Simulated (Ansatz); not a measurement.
# KTaO3: the cost of one run

Method: DFT r2SCAN, scalar-relativistic, plane waves, PAW, in Ansatz 0.2.0.

### Step 1. The starting structure

Symmetry: Pm-3m, No. 221, cubic system. Conventional cell: a = 3.988 Å, b = 3.988 Å, c = 3.988 Å, α = 90.00°, β = 90.00°, γ = 90.00°. Around K (site symmetry m-3m) lie 12 O at 2.82 Å. Around Ta (site symmetry m-3m) lie 6 O at 1.99 Å. O (site symmetry 4/mmm) is surrounded by 2 Ta at 1.99 Å and 4 K at 2.82 Å.

Coordinates:

```
K Ta O
1.0
     3.98830    0.00000    0.00000
     0.00000    3.98830    0.00000
     0.00000    0.00000    3.98830
K Ta O
1 1 3
Direct
  0.50000 0.50000 0.50000
  0.00000 0.00000 0.00000
  0.50000 0.00000 0.00000
  0.00000 0.50000 0.00000
  0.00000 0.00000 0.50000
```

The cell is taken as given, not relaxed at this level.

### Step 2. Next: energy and stress against strain

The cell is strained by ε times the Voigt pattern (1, 0, 0, 0, 0, 0) (xx, yy, zz, yz, xz, xy; engineering shear), with fractional coordinates fixed (clamped ions). The stress on the pattern is the sum of the stress components weighted by it, tension positive.

### Step 3. At ε = -0.1000

The input, input.yaml:

```yaml
crystal:
  lattice:
    - [3.58947, 0.0, 0.0]
    - [0.0, 3.9883, 0.0]
    - [0.0, 0.0, 3.9883]
  atoms:
    - { symbol: K, position: [0.5, 0.5, 0.5] }
    - { symbol: Ta, position: [0.0, 0.0, 0.0] }
    - { symbol: O, position: [0.5, 0.0, 0.0] }
    - { symbol: O, position: [0.0, 0.5, 0.0] }
    - { symbol: O, position: [0.0, 0.0, 0.5] }
basis:
  ecutwfc: 500
kpoints:
  mp_grid: { grid: [6, 6, 6] }
hamiltonian:
  xc: r2scan
scf:
  occupations: { method: gaussian, width: 0.05 }
output:
  forces: true
  stress: true
  eigenvalues: true
```

On the command line:

```
ansatz run input.yaml --threads 1 --pin off --max-ram 2560MiB --backend cpu --events-out ev --progress --plain --runs-dir out
```

**Question.** How long does this run take on 1 thread of Arm Neoverse V1, shared host, and how much memory does it need?

About 9.6 s, with a peak of 0.45 GiB.
